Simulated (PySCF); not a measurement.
# H₁₂RhO₆ (+3): NMR shieldings

Aim: compute the NMR shieldings of H₁₂RhO₆ (+3) (`[OH2]->[Rh+3](<-[OH2])(<-[OH2])(<-[OH2])(<-[OH2])<-[OH2]`).

Programs: PySCF 2.14.0, with routines of our own; each step states its level. All values are computed. Atoms count from 0.

3 further runs of the same task are left out: 3 for a basis unfit for spin-orbit shieldings.

## 1. The system as given

19 atoms, charge 3, multiplicity 1; geometry from: GFN2-xTB.

## 2. NMR shieldings: PBE/x2c-SVPall-2c Rh:us-x2c-SVPall-2c, spin-free

The job: settings as JSON, then the geometry in Å.

```
{"job": {"xc": "PBE", "basis": {"default": "x2c-SVPall-2c", "Rh": "us-x2c-SVPall-2c"}, "rel": "sf", "kind": "hnmr"}, "charge": 3, "multiplicity": 1}
Rh    -0.018650    -0.006080     0.009600
O     -0.055030     0.101630     2.039440
H     -0.200330     0.985710     2.418690
H      0.643620    -0.325020     2.562720
O     -0.143230    -0.176800    -2.029520
H      0.029170    -1.045440    -2.429320
H      0.117700     0.510120    -2.661700
O      2.034840    -0.028640     0.062720
H      2.502560     0.630600     0.602680
H      2.557790    -0.153320    -0.746300
O     -2.050350     0.057890    -0.002750
H     -2.550700    -0.256480     0.769240
H     -2.503250    -0.247380    -0.807470
O     -0.126670     2.034940     0.031260
H     -1.031720     2.390060    -0.025290
H      0.437360     2.598590    -0.523030
O      0.072170    -2.048060     0.016420
H     -0.631920    -2.562050     0.445920
H      0.916630    -2.460280     0.266680
```

Method: PBE/x2c-SVPall-2c Rh:us-x2c-SVPall-2c GIAO NMR shielding, spin-free X2C, Gaussian nuclei, gas phase.

Run with:

```console
$ OMP_NUM_THREADS=1 python heavy_run.py task.json out
```

This one command runs all jobs of the session in turn.

Standard output:

```text
spin-free SCF
coarse grid: 68920 points
cycle   1  E = -5228.5688208772  dE =  1.249e+01  |g| = 5.227e+00  |ddm| = 9.321e+00
cycle   2  E = -5068.9898523699  dE =  1.596e+02  |g| = 3.532e+01  |ddm| = 5.289e+01
cycle   3  E = -5203.2927010634  dE = -1.343e+02  |g| = 1.687e+01  |ddm| = 1.744e+01
cycle   4  E = -5218.4458749680  dE = -1.515e+01  |g| = 1.223e+01  |ddm| = 1.243e+01
cycle   5  E = -5223.6053622321  dE = -5.159e+00  |g| = 1.011e+01  |ddm| = 9.380e+00
cycle   6  E = -5228.1562358595  dE = -4.551e+00  |g| = 8.408e+00  |ddm| = 8.511e+00
cycle   7  E = -5229.9297285436  dE = -1.773e+00  |g| = 7.353e+00  |ddm| = 5.347e+00
cycle   8  E = -5232.2721257229  dE = -2.342e+00  |g| = 6.117e+00  |ddm| = 4.749e+00
cycle   9  E = -5232.8456668620  dE = -5.735e-01  |g| = 5.589e+00  |ddm| = 3.620e+00
cycle  10  E = -5218.2075708912  dE =  1.464e+01  |g| = 8.043e+00  |ddm| = 1.111e+01
cycle  11  E = -5239.7331170930  dE = -2.153e+01  |g| = 1.220e+00  |ddm| = 9.322e+00
cycle  12  E = -5239.6105953971  dE =  1.225e-01  |g| = 1.494e+00  |ddm| = 1.747e+00
cycle  13  E = -5240.0080127972  dE = -3.974e-01  |g| = 3.436e-01  |ddm| = 1.181e+00
cycle  14  E = -5240.0294903250  dE = -2.148e-02  |g| = 1.415e-01  |ddm| = 3.487e-01
cycle  15  E = -5240.0325701540  dE = -3.080e-03  |g| = 4.986e-02  |ddm| = 1.057e-01
cycle  16  E = -5240.0330156229  dE = -4.455e-04  |g| = 9.064e-03  |ddm| = 3.503e-02
cycle  17  E = -5240.0330218844  dE = -6.261e-06  |g| = 7.049e-03  |ddm| = 8.920e-03
cycle  18  E = -5240.0330296420  dE = -7.758e-06  |g| = 2.411e-03  |ddm| = 4.774e-03
final grid: 145936 points
cycle  19  E = -5240.0326928194  dE =  3.478e-06  |g| = 5.151e-03  |ddm| = 6.746e-03
cycle  20  E = -5240.0326719713  dE =  2.085e-05  |g| = 1.173e-02  |ddm| = 1.148e-02
cycle  21  E = -5240.0326977824  dE = -2.581e-05  |g| = 1.029e-03  |ddm| = 7.922e-03
cycle  22  E = -5240.0326979078  dE = -1.255e-07  |g| = 3.081e-04  |ddm| = 7.482e-04
cycle  23  E = -5240.0326979240  dE = -1.612e-08  |g| = 7.878e-05  |ddm| = 2.289e-04
cycle  24  E = -5240.0326979251  dE = -1.113e-09  |g| = 8.123e-06  |ddm| = 5.433e-05
converged SCF energy = -5240.0326979251
check of the scalar solution
cycle   1  E = -5240.0326979251  dE = -5.240e+03  |FDS-SDF| = 8.123e-06
cycle   2  E = -5240.0326979251  dE =  4.366e-11  |FDS-SDF| = 1.365e-05
converged, E = -5240.0326979251

Field gradients (au) and densities at the nuclei (bohr^-3)
atom        Vxx        Vyy        Vzz        centre      nuclear mean
  0 Rh    -0.0209    -0.1135     0.1344      98476.734      98378.636
  1 O      0.5951     1.0645    -1.6597        285.677        285.676
  2 H     -0.1738    -0.2353     0.4091          0.325          0.325
  3 H     -0.1785    -0.2364     0.4149          0.326          0.326
  4 O      0.6441     1.1167    -1.7608        285.540        285.540
  5 H     -0.1763    -0.2377     0.4139          0.323          0.323
  6 H     -0.1792    -0.2438     0.4230          0.325          0.325
  7 O      0.5970     1.0947    -1.6917        285.612        285.612
  8 H     -0.1758    -0.2373     0.4130          0.326          0.326
  9 H     -0.1773    -0.2384     0.4157          0.325          0.325
 10 O      0.5839     1.0558    -1.6397        285.649        285.648
 11 H     -0.1777    -0.2341     0.4118          0.324          0.324
 12 H     -0.1770    -0.2336     0.4107          0.323          0.323
 13 O      0.5756     1.0650    -1.6406        285.671        285.670
 14 H     -0.1735    -0.2321     0.4055          0.323          0.323
 15 H     -0.1796    -0.2374     0.4170          0.326          0.326
 16 O      0.5844     1.0628    -1.6472        285.666        285.665
 17 H     -0.1764    -0.2378     0.4142          0.325          0.325
 18 H     -0.1763    -0.2350     0.4113          0.325          0.325
without picture change
  0 Rh                           0.1332                    163739.682

Core orbital energies (eV)
atom   shell        mean    spread
  0 Rh 1s       -23014.549   0.000
  0 Rh 2s        -3351.093   0.000
  0 Rh 3s         -612.324   0.000
  0 Rh 4s          -98.709   0.000
  0 Rh 2p        -3006.227   0.013
  0 Rh 3p         -498.660   0.025
  0 Rh 4p          -66.615   0.100
  0 Rh 3d         -316.640   0.231

Shielding tensors (ppm)
atom      isotropic    diamagn.    paramagn.     s11        s22        s33       span
  0 Rh    -7133.10     4437.47   -11570.58   -7258.06   -7163.62   -6977.63     280.43
  1 O       380.29      383.59       -3.30     310.45     333.41     497.02     186.56
  2 H        28.20       27.82        0.38      19.99      21.60      43.00      23.01
  3 H        27.95       27.79        0.16      20.03      21.17      42.65      22.63
  4 O       382.38      383.44       -1.07     314.80     326.04     506.29     191.49
  5 H        28.18       27.96        0.22      19.64      21.49      43.41      23.77
  6 H        28.01       28.09       -0.08      19.51      21.19      43.33      23.83
  7 O       386.40      383.68        2.72     312.96     341.50     504.75     191.79
  8 H        28.21       28.18        0.03      19.80      21.52      43.30      23.50
  9 H        28.12       28.16       -0.05      19.78      21.34      43.23      23.45
 10 O       376.99      383.50       -6.51     310.75     324.02     496.20     185.46
 11 H        27.68       27.59        0.08      19.22      21.13      42.68      23.46
 12 H        27.82       27.61        0.22      19.41      21.14      42.92      23.50
 13 O       377.48      383.31       -5.83     309.26     328.42     494.76     185.51
 14 H        28.06       27.92        0.14      19.67      21.39      43.11      23.44
 15 H        27.74       28.02       -0.28      19.57      21.08      42.56      22.99
 16 O       379.35      383.28       -3.93     310.66     334.81     492.58     181.92
 17 H        27.76       27.71        0.04      19.38      20.99      42.90      23.53
 18 H        28.02       27.89        0.12      19.64      21.65      42.76      23.12
```

It took 83 s on 1 thread of Intel Xeon Platinum 8375C at 2.90GHz, shared host; peak memory 1.2 GiB.

## 3. NMR shieldings: PBE/x2c-SVPall-2c Rh:us-x2c-SVPall-2c in water, spin-free

Settings changed since step 2:

```diff
@@ -1,2 +1,2 @@
-{"job": {"xc": "PBE", "basis": {"default": "x2c-SVPall-2c", "Rh": "us-x2c-SVPall-2c"}, "rel": "sf", "kind": "hnmr"}, "charge": 3, "multiplicity": 1}
+{"job": {"xc": "PBE", "basis": {"default": "x2c-SVPall-2c", "Rh": "us-x2c-SVPall-2c"}, "rel": "sf", "solvent": "water", "kind": "hnmr"}, "charge": 3, "multiplicity": 1}
 Rh    -0.018650    -0.006080     0.009600
```

With the program's defaults for keys left out, this is: PBE/x2c-SVPall-2c Rh:us-x2c-SVPall-2c GIAO NMR shielding, spin-free X2C, Gaussian nuclei, IEF-PCM water.

Standard output:

```text
spin-free SCF
coarse grid: 68920 points
cycle   1  E = -5229.6793547233  dE =  1.138e+01  |g| = 5.099e+00  |ddm| = 9.403e+00
cycle   2  E = -5081.0516834813  dE =  1.486e+02  |g| = 3.513e+01  |ddm| = 5.162e+01
cycle   3  E = -5206.4175817720  dE = -1.254e+02  |g| = 1.634e+01  |ddm| = 1.618e+01
cycle   4  E = -5221.2503736576  dE = -1.483e+01  |g| = 1.163e+01  |ddm| = 1.363e+01
cycle   5  E = -5226.8080304632  dE = -5.558e+00  |g| = 9.274e+00  |ddm| = 1.044e+01
cycle   6  E = -5229.8018046120  dE = -2.994e+00  |g| = 8.077e+00  |ddm| = 6.710e+00
cycle   7  E = -5232.4256114047  dE = -2.624e+00  |g| = 6.710e+00  |ddm| = 5.128e+00
cycle   8  E = -5233.4996406190  dE = -1.074e+00  |g| = 5.919e+00  |ddm| = 3.972e+00
cycle   9  E = -5235.0213563962  dE = -1.522e+00  |g| = 4.970e+00  |ddm| = 3.613e+00
cycle  10  E = -5224.4193067087  dE =  1.060e+01  |g| = 7.221e+00  |ddm| = 1.025e+01
cycle  11  E = -5240.5436867323  dE = -1.612e+01  |g| = 9.504e-01  |ddm| = 8.904e+00
cycle  12  E = -5240.6776254433  dE = -1.339e-01  |g| = 5.311e-01  |ddm| = 1.111e+00
cycle  13  E = -5240.7165316888  dE = -3.891e-02  |g| = 2.741e-01  |ddm| = 5.245e-01
cycle  14  E = -5240.7289317640  dE = -1.240e-02  |g| = 7.282e-02  |ddm| = 1.941e-01
cycle  15  E = -5240.7295947933  dE = -6.630e-04  |g| = 4.189e-02  |ddm| = 5.582e-02
cycle  16  E = -5240.7298771428  dE = -2.823e-04  |g| = 1.571e-02  |ddm| = 2.543e-02
cycle  17  E = -5240.7299124204  dE = -3.528e-05  |g| = 7.500e-03  |ddm| = 1.297e-02
cycle  18  E = -5240.7299217300  dE = -9.310e-06  |g| = 2.574e-03  |ddm| = 6.019e-03
final grid: 145936 points
cycle  19  E = -5240.7295906410  dE =  5.640e-06  |g| = 6.567e-03  |ddm| = 6.855e-03
cycle  20  E = -5240.7295472926  dE =  4.335e-05  |g| = 1.774e-02  |ddm| = 1.536e-02
cycle  21  E = -5240.7295974423  dE = -5.015e-05  |g| = 1.831e-03  |ddm| = 1.124e-02
cycle  22  E = -5240.7295979892  dE = -5.470e-07  |g| = 1.513e-04  |ddm| = 1.215e-03
cycle  23  E = -5240.7295979933  dE = -4.045e-09  |g| = 4.295e-05  |ddm| = 1.247e-04
converged SCF energy = -5240.7295979933
check of the scalar solution
cycle   1  E = -5240.7295979933  dE = -5.241e+03  |FDS-SDF| = 4.295e-05
cycle   2  E = -5240.7295979923  dE =  1.008e-09  |FDS-SDF| = 8.554e-05
converged, E = -5240.7295979923

Field gradients (au) and densities at the nuclei (bohr^-3)
atom        Vxx        Vyy        Vzz        centre      nuclear mean
  0 Rh    -0.0241    -0.1025     0.1266      98476.687      98378.589
  1 O      0.5962     1.0628    -1.6590        285.669        285.668
  2 H     -0.1742    -0.2356     0.4098          0.326          0.326
  3 H     -0.1780    -0.2362     0.4142          0.325          0.325
  4 O      0.6542     1.1187    -1.7729        285.542        285.542
  5 H     -0.1772    -0.2383     0.4155          0.325          0.325
  6 H     -0.1788    -0.2439     0.4227          0.325          0.325
  7 O      0.6191     1.0790    -1.6982        285.614        285.613
  8 H     -0.1755    -0.2373     0.4128          0.325          0.325
  9 H     -0.1772    -0.2385     0.4157          0.325          0.325
 10 O      0.5821     1.0700    -1.6521        285.645        285.644
 11 H     -0.1780    -0.2343     0.4123          0.324          0.324
 12 H     -0.1776    -0.2342     0.4118          0.324          0.324
 13 O      0.5849     1.0613    -1.6462        285.671        285.670
 14 H     -0.1742    -0.2329     0.4071          0.325          0.325
 15 H     -0.1787    -0.2372     0.4159          0.325          0.325
 16 O      0.5881     1.0610    -1.6490        285.665        285.664
 17 H     -0.1763    -0.2381     0.4144          0.325          0.325
 18 H     -0.1763    -0.2353     0.4116          0.326          0.326
without picture change
  0 Rh                           0.1250                    163739.604

Core orbital energies (eV)
atom   shell        mean    spread
  0 Rh 1s       -23001.947   0.000
  0 Rh 2s        -3338.490   0.000
  0 Rh 3s         -599.718   0.000
  0 Rh 4s          -86.094   0.000
  0 Rh 2p        -2993.625   0.013
  0 Rh 3p         -486.055   0.026
  0 Rh 4p          -54.000   0.103
  0 Rh 3d         -304.035   0.232

Shielding tensors (ppm)
atom      isotropic    diamagn.    paramagn.     s11        s22        s33       span
  0 Rh    -7300.97     4436.77   -11737.74   -7413.08   -7329.03   -7160.80     252.28
  1 O       379.35      382.52       -3.17     311.03     332.11     494.89     183.86
  2 H        28.31       27.99        0.31      20.18      21.70      43.03      22.85
  3 H        27.92       27.93       -0.02      20.06      21.09      42.60      22.55
  4 O       380.27      382.30       -2.03     314.67     323.59     502.54     187.86
  5 H        28.35       28.13        0.22      19.94      21.70      43.40      23.45
  6 H        27.96       28.25       -0.29      19.55      21.16      43.18      23.63
  7 O       384.11      382.44        1.67     313.40     339.05     499.88     186.48
  8 H        28.13       28.28       -0.15      19.82      21.42      43.14      23.32
  9 H        28.08       28.30       -0.22      19.80      21.32      43.11      23.31
 10 O       375.36      382.44       -7.08     310.56     322.53     492.99     182.43
 11 H        27.74       27.76       -0.02      19.36      21.23      42.64      23.29
 12 H        27.98       27.77        0.21      19.68      21.32      42.93      23.25
 13 O       375.60      382.13       -6.53     309.50     326.18     491.13     181.63
 14 H        28.23       28.06        0.16      19.97      21.61      43.11      23.14
 15 H        27.64       28.17       -0.53      19.55      20.93      42.44      22.89
 16 O       378.10      382.14       -4.04     311.33     332.93     490.03     178.70
 17 H        27.79       27.87       -0.08      19.49      21.04      42.85      23.37
 18 H        28.08       28.03        0.05      19.78      21.68      42.77      22.99
```

It took 63 s on 1 thread of Intel Xeon Platinum 8375C at 2.90GHz, shared host; peak memory 1.2 GiB.

## 4. NMR shieldings: PBE/x2c-SVPall-2c Rh:us-x2c-SVPall-2c in dichloromethane, spin-free

Settings changed since step 3:

```diff
@@ -1,2 +1,2 @@
-{"job": {"xc": "PBE", "basis": {"default": "x2c-SVPall-2c", "Rh": "us-x2c-SVPall-2c"}, "rel": "sf", "solvent": "water", "kind": "hnmr"}, "charge": 3, "multiplicity": 1}
+{"job": {"xc": "PBE", "basis": {"default": "x2c-SVPall-2c", "Rh": "us-x2c-SVPall-2c"}, "rel": "sf", "solvent": "dichloromethane", "kind": "hnmr"}, "charge": 3, "multiplicity": 1}
 Rh    -0.018650    -0.006080     0.009600
```

Level: PBE/x2c-SVPall-2c Rh:us-x2c-SVPall-2c GIAO NMR shielding, spin-free X2C, Gaussian nuclei, IEF-PCM dichloromethane.

Standard output:

```text
spin-free SCF
coarse grid: 68920 points
cycle   1  E = -5229.5482073763  dE =  1.151e+01  |g| = 5.118e+00  |ddm| = 9.395e+00
cycle   2  E = -5078.8035941762  dE =  1.507e+02  |g| = 3.517e+01  |ddm| = 5.182e+01
cycle   3  E = -5205.9543372781  dE = -1.272e+02  |g| = 1.643e+01  |ddm| = 1.639e+01
cycle   4  E = -5220.8240894062  dE = -1.487e+01  |g| = 1.174e+01  |ddm| = 1.338e+01
cycle   5  E = -5226.3817476792  dE = -5.558e+00  |g| = 9.390e+00  |ddm| = 1.029e+01
cycle   6  E = -5229.5466512971  dE = -3.165e+00  |g| = 8.145e+00  |ddm| = 6.994e+00
cycle   7  E = -5232.0680113834  dE = -2.521e+00  |g| = 6.831e+00  |ddm| = 5.168e+00
cycle   8  E = -5233.4206970579  dE = -1.353e+00  |g| = 5.953e+00  |ddm| = 4.096e+00
cycle   9  E = -5234.9070660855  dE = -1.486e+00  |g| = 4.984e+00  |ddm| = 3.612e+00
cycle  10  E = -5223.9605434205  dE =  1.095e+01  |g| = 7.323e+00  |ddm| = 1.008e+01
cycle  11  E = -5240.4664556889  dE = -1.651e+01  |g| = 9.613e-01  |ddm| = 8.660e+00
cycle  12  E = -5240.6015350459  dE = -1.351e-01  |g| = 5.639e-01  |ddm| = 1.149e+00
cycle  13  E = -5240.6467321535  dE = -4.520e-02  |g| = 2.742e-01  |ddm| = 5.129e-01
cycle  14  E = -5240.6596159715  dE = -1.288e-02  |g| = 5.704e-02  |ddm| = 1.907e-01
cycle  15  E = -5240.6599479727  dE = -3.320e-04  |g| = 3.719e-02  |ddm| = 4.782e-02
cycle  16  E = -5240.6601806506  dE = -2.327e-04  |g| = 1.157e-02  |ddm| = 2.380e-02
cycle  17  E = -5240.6602053738  dE = -2.472e-05  |g| = 2.528e-03  |ddm| = 8.279e-03
cycle  18  E = -5240.6602062078  dE = -8.340e-07  |g| = 1.009e-03  |ddm| = 1.566e-03
final grid: 145936 points
cycle  19  E = -5240.6598790549  dE =  5.684e-07  |g| = 2.747e-03  |ddm| = 4.235e-03
cycle  20  E = -5240.6598706430  dE =  8.412e-06  |g| = 7.933e-03  |ddm| = 6.686e-03
cycle  21  E = -5240.6598802072  dE = -9.564e-06  |g| = 6.113e-04  |ddm| = 4.923e-03
cycle  22  E = -5240.6598802719  dE = -6.464e-08  |g| = 6.962e-05  |ddm| = 3.965e-04
cycle  23  E = -5240.6598802727  dE = -8.304e-10  |g| = 2.316e-05  |ddm| = 6.493e-05
converged SCF energy = -5240.6598802727
check of the scalar solution
cycle   1  E = -5240.6598802728  dE = -5.241e+03  |FDS-SDF| = 2.316e-05
cycle   2  E = -5240.6598802724  dE =  3.893e-10  |FDS-SDF| = 4.840e-05
converged, E = -5240.6598802724

Field gradients (au) and densities at the nuclei (bohr^-3)
atom        Vxx        Vyy        Vzz        centre      nuclear mean
  0 Rh    -0.0239    -0.1037     0.1277      98476.694      98378.596
  1 O      0.5959     1.0636    -1.6595        285.671        285.670
  2 H     -0.1741    -0.2356     0.4098          0.325          0.325
  3 H     -0.1781    -0.2362     0.4143          0.325          0.325
  4 O      0.6524     1.1192    -1.7716        285.543        285.543
  5 H     -0.1770    -0.2382     0.4152          0.325          0.325
  6 H     -0.1789    -0.2440     0.4229          0.325          0.325
  7 O      0.6146     1.0824    -1.6970        285.615        285.615
  8 H     -0.1755    -0.2374     0.4129          0.325          0.325
  9 H     -0.1772    -0.2386     0.4158          0.326          0.326
 10 O      0.5829     1.0671    -1.6500        285.646        285.646
 11 H     -0.1780    -0.2343     0.4123          0.324          0.324
 12 H     -0.1775    -0.2341     0.4116          0.324          0.324
 13 O      0.5828     1.0629    -1.6456        285.671        285.670
 14 H     -0.1740    -0.2327     0.4068          0.325          0.325
 15 H     -0.1790    -0.2373     0.4163          0.325          0.325
 16 O      0.5874     1.0625    -1.6499        285.665        285.665
 17 H     -0.1764    -0.2381     0.4145          0.325          0.325
 18 H     -0.1763    -0.2353     0.4116          0.326          0.326
without picture change
  0 Rh                           0.1261                    163739.615

Core orbital energies (eV)
atom   shell        mean    spread
  0 Rh 1s       -23003.201   0.000
  0 Rh 2s        -3339.744   0.000
  0 Rh 3s         -600.973   0.000
  0 Rh 4s          -87.351   0.000
  0 Rh 2p        -2994.879   0.013
  0 Rh 3p         -487.310   0.026
  0 Rh 4p          -55.257   0.102
  0 Rh 3d         -305.290   0.232

Shielding tensors (ppm)
atom      isotropic    diamagn.    paramagn.     s11        s22        s33       span
  0 Rh    -7279.50     4436.88   -11716.38   -7394.58   -7308.00   -7135.93     258.65
  1 O       379.37      382.66       -3.29     310.97     332.14     495.01     184.04
  2 H        28.29       27.97        0.32      20.17      21.70      43.02      22.86
  3 H        27.93       27.92        0.01      20.06      21.11      42.60      22.54
  4 O       380.50      382.44       -1.94     314.69     323.81     502.99     188.30
  5 H        28.32       28.10        0.21      19.90      21.67      43.39      23.49
  6 H        27.99       28.23       -0.24      19.57      21.19      43.21      23.64
  7 O       384.39      382.60        1.79     313.32     339.23     500.62     187.30
  8 H        28.15       28.27       -0.12      19.83      21.45      43.17      23.33
  9 H        28.10       28.28       -0.19      19.82      21.34      43.13      23.31
 10 O       375.60      382.57       -6.97     310.69     322.63     493.47     182.78
 11 H        27.74       27.74       -0.00      19.34      21.22      42.65      23.30
 12 H        27.95       27.74        0.21      19.63      21.29      42.92      23.29
 13 O       375.84      382.29       -6.45     309.48     326.43     491.61     182.13
 14 H        28.19       28.04        0.15      19.90      21.56      43.10      23.19
 15 H        27.68       28.16       -0.48      19.58      20.99      42.46      22.88
 16 O       378.18      382.29       -4.11     311.18     333.06     490.30     179.12
 17 H        27.80       27.85       -0.05      19.49      21.05      42.86      23.38
 18 H        28.07       28.01        0.06      19.77      21.68      42.76      23.00
```

It took 55 s on 1 thread of Intel Xeon Platinum 8375C at 2.90GHz, shared host; peak memory 1.2 GiB.

## 5. Shieldings side by side

| run | Rh0 | O7 | O4 | O13 | O10 | O16 | O1 | time |
| --- | --- | --- | --- | --- | --- | --- | --- | --- |
| step 2, PBE/x2c-SVPall-2c Rh:us-x2c-SVPall-2c, spin-free | -7133.1 | 386.4 | 382.4 | 377.5 | 377.0 | 379.3 | 380.3 | 83 s |
| step 3, PBE/x2c-SVPall-2c Rh:us-x2c-SVPall-2c in water, spin-free | -7301.0 | 384.1 | 380.3 | 375.6 | 375.4 | 378.1 | 379.3 | 63 s |
| step 4, PBE/x2c-SVPall-2c Rh:us-x2c-SVPall-2c in dichloromethane, spin-free | -7279.5 | 384.4 | 380.5 | 375.8 | 375.6 | 378.2 | 379.4 | 55 s |

## 6. Outcome

| quantity | value |
| --- | --- |
| shieldings (step 2, PBE/x2c-SVPall-2c Rh:us-x2c-SVPall-2c, spin-free) | Rh0 -7133.1, O1 380.3, O4 382.4, O7 386.4, O10 377.0, O13 377.5, O16 379.3 ppm |
| shieldings (step 3, PBE/x2c-SVPall-2c Rh:us-x2c-SVPall-2c in water, spin-free) | Rh0 -7301.0, O1 379.3, O4 380.3, O7 384.1, O10 375.4, O13 375.6, O16 378.1 ppm |
| shieldings (step 4, PBE/x2c-SVPall-2c Rh:us-x2c-SVPall-2c in dichloromethane, spin-free) | Rh0 -7279.5, O1 379.4, O4 380.5, O7 384.4, O10 375.6, O13 375.8, O16 378.2 ppm |

In step 2, Rh0 has the widest tensor, 280 ppm. A continuum can't give the shift that close solvent molecules cause at an ion. Rh0 moves most between the runs, by 168 ppm; the labels say what changes from run to run. No run holds spin-orbit coupling, which is large for shieldings at and beside heavy atoms. The geometry comes from tight binding, which is rough for metal atoms, and these values hang on it.
